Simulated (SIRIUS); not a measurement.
Pr under changes of volume

One of the cells (35.198 Å³/atom); the others are scaled copies at fixed shape and fractional positions:

```
CELL_PARAMETERS angstrom
3.69330 0.00000 0.00000
-1.84665 3.19849 0.00000
0.00000 0.00000 5.95921
ATOMIC_POSITIONS crystal
Pr 0.66667 0.33333 0.75000
Pr 0.33333 0.66667 0.25000
```

This isn't the form of Pr at room conditions, which is double hcp.

| Item | Value |
| --- | --- |
| Program | SIRIUS 7.12.0 |
| Functional | PBE |
| Potentials or basis | all-electron FP-LAPW |
| Cutoff | 168 eV |
| Basis | apw+lo standard |
| k mesh | 8 × 8 × 5 |
| Occupations | fermi-dirac, width 0.05 eV |
| Spin | collinear spin, ferromagnetic start |
| Starting moments | [2.0, 2.0] μB |

```tsv
volume (Å³/atom)	energy over the lowest point (meV/atom)	moment (μB per cell)
32.437	0.00	5.83
33.128	78.06	5.73
33.818	8.05	5.86
35.198	109.46	5.81
35.888	?	?
36.578	137.76	5.86
```

Problem. What does the run at 35.888 Å³/atom give?

Solution. Energy over the lowest point 122.95 meV/atom; moment 5.83 μB per cell.

The energies don't lie on one smooth curve, so no fit is given. The run at 33.818 Å³/atom lies farthest off, from a change of basis, grid or state.

Energies are extrapolated to zero smearing.

Caveats: the magnetic or orbital state may not be the lowest.
